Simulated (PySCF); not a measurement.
# C3H9Tl: the cost of one run

Computed with PySCF 2.14.0 and routines of our own; the level stands in each step. Atoms count from 0.

3 further runs of the same task are left out: 3 for a basis unfit for spin-orbit shieldings.

## Step 1: The starting structure

13 atoms, charge 0, multiplicity 1; geometry from: GFN2-xTB.

## Step 2: NMR shieldings: PBE0/x2c-SVPall-2c Tl:us-x2c-SVPall-2c, spin-free

Job settings and geometry (Å):

```
{"job": {"xc": "PBE0", "basis": {"default": "x2c-SVPall-2c", "Tl": "us-x2c-SVPall-2c"}, "rel": "sf", "kind": "hnmr"}, "charge": 0, "multiplicity": 1}
C     -0.482377     2.279627    -0.153389
Tl     0.000956    -0.000003     0.025993
C      2.221995    -0.716320     0.153341
C     -1.740289    -1.559091     0.012677
H     -0.405019     2.577907    -1.195740
H      0.221664     2.869105     0.424500
H     -1.487632     2.494951     0.191890
H      2.414596    -1.151580     1.130052
H      2.908787     0.108532    -0.001074
H      2.409624    -1.475086    -0.600539
H     -2.643772    -1.128462     0.431056
H     -1.943348    -1.851681    -1.014509
H     -1.479573    -2.447413     0.578016
```

With the program's defaults for keys left out, this is: PBE0/x2c-SVPall-2c Tl:us-x2c-SVPall-2c GIAO NMR shielding, spin-free X2C, Gaussian nuclei, gas phase.

Started as:

```
OMP_NUM_THREADS=1 python heavy_run.py task.json out
```

This one command runs all jobs of the session in turn.

**Question.** How long does this first job take on 1 thread of Intel Xeon Platinum 8259CL at 2.50GHz, shared host, and how much memory does it need?

About 70 s, with a peak of 1.2 GiB.
